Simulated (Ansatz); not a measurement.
# Sc (fcc type): how the settings move a single-point run

Question: which choices in the input matter for Sc (fcc type)?

Program: Ansatz 0.2.0. Level of theory: reference: DFT, LDA, PAW with Ansatz's default frozen-core files, scalar-relativistic. These are calculated values, not measurements.

## 1. The starting structure

It takes space group Fm-3m (No. 225, cubic). The conventional cell has a = 4.158 Å, b = 4.158 Å, c = 4.158 Å, α = 90.00°, β = 90.00°, γ = 90.00°. Sc (site symmetry m-3m) is surrounded by 12 Sc at 2.94 Å.

Structure file:

```
Sc
1.0
     0.00000    2.07897    2.07897
     2.07897    0.00000    2.07897
     2.07897    2.07897    0.00000
Sc
1
Direct
  0.00000 0.00000 0.00000
```

## 2. Reference

input.yaml reads:

```yaml
crystal:
  lattice:
    - [0.0, 2.0789737397, 2.0789737397]
    - [2.0789737397, 0.0, 2.0789737397]
    - [2.0789737397, 2.0789737397, 0.0]
  atoms:
    - { symbol: Sc, position: [0.0, 0.0, 0.0] }
kpoints:
  mp_grid: { grid: [15, 15, 15] }
scf:
  occupations: { method: fermi_dirac, width: 0.1 }
hamiltonian:
  xc: lda
  pseudopotentials: { kind: paw }
output:
  forces: true
  stress: true
  eigenvalues: true
  populations: true
```

Command:

```
$ ansatz run input.yaml --threads 1 --pin off --max-ram 2048MiB --backend cpu --events-out ev --progress --plain --runs-dir out
```

## 3. Variant: occupations.method tetrahedron, width left out

input.yaml: that of step 2 with these lines changed.

```diff
@@ -10,3 +10,3 @@
 scf:
-  occupations: { method: fermi_dirac, width: 0.1 }
+  occupations: { method: tetrahedron }
 hamiltonian:
@@ -19 +19,5 @@
   populations: true
+  write_density: true
+  write_potential: true
+  elf: true
+  volumetric_format: npy
```

Q: Predict the outcome of this session. Wanted: for each run, ending; energy change; pressure; gap; force.

As calculated:

| run | ending | energy change | pressure (GPa) | gap (eV) | force (eV/Å) | cycles | time |
| --- | --- | --- | --- | --- | --- | --- | --- |
| reference | converged | 0 | 18.1 | 0.00 | 0.00 | 6 | 2 s |
| 1: occupations.method tetrahedron, width left out | converged | +0.1 meV/atom (σ→0) | 17.9 | 0.00 | 0.00 | 5 | 1.7 s |

Times don't compare one to one where runs were asked for different outputs or read a saved state (see the inputs); cycles may leave out searches for a lower state.

Residual by cycle in the longest SCF loop of each run; runs are numbered as in the table. The quantity is the density residual dr2, in eV.

| cycle | reference | run 1 |
| --- | --- | --- |
| 1 | 0.00291 | 0.00304 |
| 2 | 6.2e-4 | 6.4e-4 |
| 3 | 1.6e-5 | 1.7e-5 |
| 4 | 3.0e-7 | 3.6e-7 |
| 5 | 1.5e-8 | 1.9e-8 |
| 6 | 1.3e-10 | - |

**Reading.** Changing the smearing hardly moves the energy: +0.1 meV/atom. The structure is not at rest: the sound run finds 18 GPa, so these are no properties of the relaxed crystal. 
